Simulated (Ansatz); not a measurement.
# CoPdO2: the cost of one run

Computed with Ansatz 0.2.0 (DFT PBE, scalar-relativistic, plane waves, PAW, unless a step's input says otherwise).

**1. The starting structure**

Symmetry: R-3m, No. 166, trigonal system. Conventional cell: a = 2.863 Å, b = 2.863 Å, c = 17.873 Å, α = 90.00°, β = 90.00°, γ = 120.00°. Around Co (site symmetry -3m) lie 6 O at 1.92 Å. Around Pd (site symmetry -3m) lie 2 O at 2.01 Å. Around O (site symmetry 3m) lie 3 Co at 1.92 Å and 1 Pd at 2.01 Å.

Coordinates:

```xyz
4
Lattice="1.4317 0.8266 5.9578 -1.4317 0.8266 5.9578 0.0000 -1.6532 5.9578" Properties=species:S:1:pos:R:3 pbc="T T T"
Co    0.0000    0.0000    8.9367
Pd    0.0000    0.0000    0.0000
O     0.0000    0.0000   15.8630
O     0.0000    0.0000    2.0103
```

Starting moments: Co 3.00; Pd 2.00 μB.

**2. First run, at the start cell**

input.yaml

```yaml
crystal:
  lattice:
    - [1.4316899074, 0.8265865534, 5.9577715763]
    - [-1.4316899074, 0.8265865534, 5.9577715763]
    - [0.0, -1.6531731068, 5.9577715763]
  atoms:
    - { symbol: Co, position: [0.5, 0.5, 0.5], spin: 3.0 }
    - { symbol: Pd, position: [0.0, 0.0, 0.0], spin: 2.0 }
    - { symbol: O, position: [0.887524, 0.887524, 0.887524] }
    - { symbol: O, position: [0.112476, 0.112476, 0.112476] }
basis:
  ecutwfc: 420
  ecutrho_ratio: 4
kpoints:
  mp_grid: { grid: [14, 14, 14] }
hamiltonian:
  xc: pbe
scf:
  occupations: { method: gaussian, width: 0.05 }
output:
  forces: true
  stress: true
  eigenvalues: true
  populations: true
magnetization:
  spin_polarized: true
relax:
  f_tol: 0.01
  max_steps: 60
  cell: { stress_tol: 0.04 }
```

The run is started by

```sh
$ ansatz run input.yaml --threads 2 --pin off --max-ram 5120MiB --backend cpu --events-out ev --progress --plain --runs-dir out
```

What time and memory should one allow on 2 threads of Intel Xeon 6975P-C (Granite Rapids), shared host?

About 1.8 min, with a peak of 0.87 GiB.
